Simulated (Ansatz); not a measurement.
What does this script print? It uses the Ansatz DFT code, driven from Python.

Script `methods.py`:
```python
"""One geometry of H6Si2Sn, method by method."""

import logging
import sys

import ansatz as az

logging.basicConfig(stream=sys.stdout, format="[%(levelname)s] %(message)s")
logger = logging.getLogger("h6si2sn")
logger.setLevel(logging.INFO)

h6si2sn = (
    az.Crystal.molecule()
    .atom("Si", (-0.8794, 0.3552, -0.885))
    .atom("Si", (1.139, 0.661, -0.1983))
    .atom("Sn", (-0.2642, -1.0515, 1.0401))
    .atom("H", (-0.9759, -0.323, -2.1687))
    .atom("H", (-1.8354, 1.4862, -0.5405))
    .atom("H", (1.3726, 1.918, 0.5601))
    .atom("H", (2.1869, 0.0773, -1.0769))
    .atom("H", (0.1667, -2.6917, 0.6068))
    .atom("H", (-0.8218, -0.4779, 2.6454))
)

model = h6si2sn.calculation().basis(gaussian="def2-SVP")

methods = ["mp2", "ccsd", "ccsd_t"]
batch = az.Session.batch([model.correlation(m).input() for m in methods])
reports = sorted(batch.plan().execute().molecular_reports, key=lambda each: each["member"])
logger.info(f"Hartree-Fock reference {reports[0]['reference_energy_ev'] / 27.211386246:.6f} Ha")
best = reports[-1]["free_energy_ev"] - reports[-1]["reference_energy_ev"]
for method, each in zip(methods, reports):
    gained = each["free_energy_ev"] - each["reference_energy_ev"]
    logger.info(f"{method:8s} total {each['free_energy_ev'] / 27.211386246:.6f} Ha  correlation {gained:9.4f} eV  ({100 * gained / best:.1f} % of the last)")
```

Output of `python methods.py`:
```text
[INFO] Hartree-Fock reference -794.433615 Ha
[INFO] mp2      total -794.749335 Ha  correlation   -8.5912 eV  (82.0 % of the last)
[INFO] ccsd     total -794.805946 Ha  correlation  -10.1317 eV  (96.7 % of the last)
[INFO] ccsd_t   total -794.818710 Ha  correlation  -10.4790 eV  (100.0 % of the last)
```

Caveats:
- Total energies depend on the basis set; only differences at equal settings carry meaning.
- The geometry is a force-field or estimated start, not a minimum of this method, and the basis set is short of its limit. A lower total doesn't mark the better method: functionals have no common bound, and MP2 and coupled cluster aren't variational.
- def2 sets replace the cores of elements past krypton by effective core potentials.
- Inner cores stay frozen; a filled d shell under the valence of the heavier atoms is correlated with it.
